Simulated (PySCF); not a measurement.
# Solver options tried on AsO

Aim: find out which solver settings change the answer for AsO.

Method: method and basis as typed in the scripts; program: PySCF 2.14.0.

### 1 Starting geometry

AsO: 2 atoms, charge 0, spin multiplicity 2.

Bond lengths: As1–O2 1.864 Å.

### 2 The base run

File input.py:

```python
from pyscf import gto, dft

mol = gto.M(
    atom='As 0 0 0; O 0 0 1.864',
    basis='cc-pvdz-dk',
    charge=0,
    spin=1,
    verbose=3,
)
mf = dft.UKS(mol, xc='bp86')
mf = mf.sfx2c1e()
mf.kernel()
g = mf.nuc_grad_method()
g.grid_response = True
g.kernel()
mf.dip_moment()
print('orbital energies (hartree):', [e[max(0, n-3):n+3].round(4) for e, n in zip(mf.mo_energy, mol.nelec)])
```

Run with:

```
> OMP_NUM_THREADS=1 python input.py
```

The log of this run is left out.

In short: E(SCF) = -2336.220053 Eh, ⟨S²⟩ = 0.752, μ = 2.72 D, gradient on the second atom 0.0951 Eh/bohr.

The bond length is a typed value, not an optimised one.

### 3 Smearing width 0.2 hartree

Run 1 changes smearing width: none → 0.2 hartree; step after the SCF: gradient → none.

File input.py:

```python
from pyscf import gto, dft, scf

mol = gto.M(
    atom='As 0 0 0; O 0 0 1.864',
    basis='cc-pvdz-dk',
    charge=0,
    spin=1,
    verbose=3,
)
mf = dft.UKS(mol, xc='bp86')
mf = mf.sfx2c1e()
mf = scf.addons.smearing_(mf, sigma=0.2, method='fermi')
mf.kernel()
mf.dip_moment()
print('orbital energies (hartree):', [e[max(0, n-3):n+3].round(4) for e, n in zip(mf.mo_energy, mol.nelec)])
```

Run with:

```
> OMP_NUM_THREADS=1 python input.py
```

### 4 Second-order solver on

Run 2 changes second-order solver: off → on.

Changes to input.py since step 2:

```diff
@@ -11,2 +11,3 @@
 mf = mf.sfx2c1e()
+mf = mf.newton()
 mf.kernel()
```

Before running it: what results should come out? Wanted: for each run, E(SCF); from base; gap, α spin; dipole.

The runs gave:

| run | E(SCF) (hartree) | from base (eV) | gap, α spin (eV) | dipole (D) |
| --- | --- | --- | --- | --- |
| base | -2336.220053 | 0 | 0.02 | 2.72 |
| smearing width 0.2 hartree (unsound) | -2335.210426 | not comparable | n/a | 1.41 |
| second-order solver on | -2336.220053 | 0.0000 | 0.02 | 2.72 |

The SCF energy stays the same, to the digits that matter, with second-order solver on. Rows marked unsound come from settings spoiled on purpose.
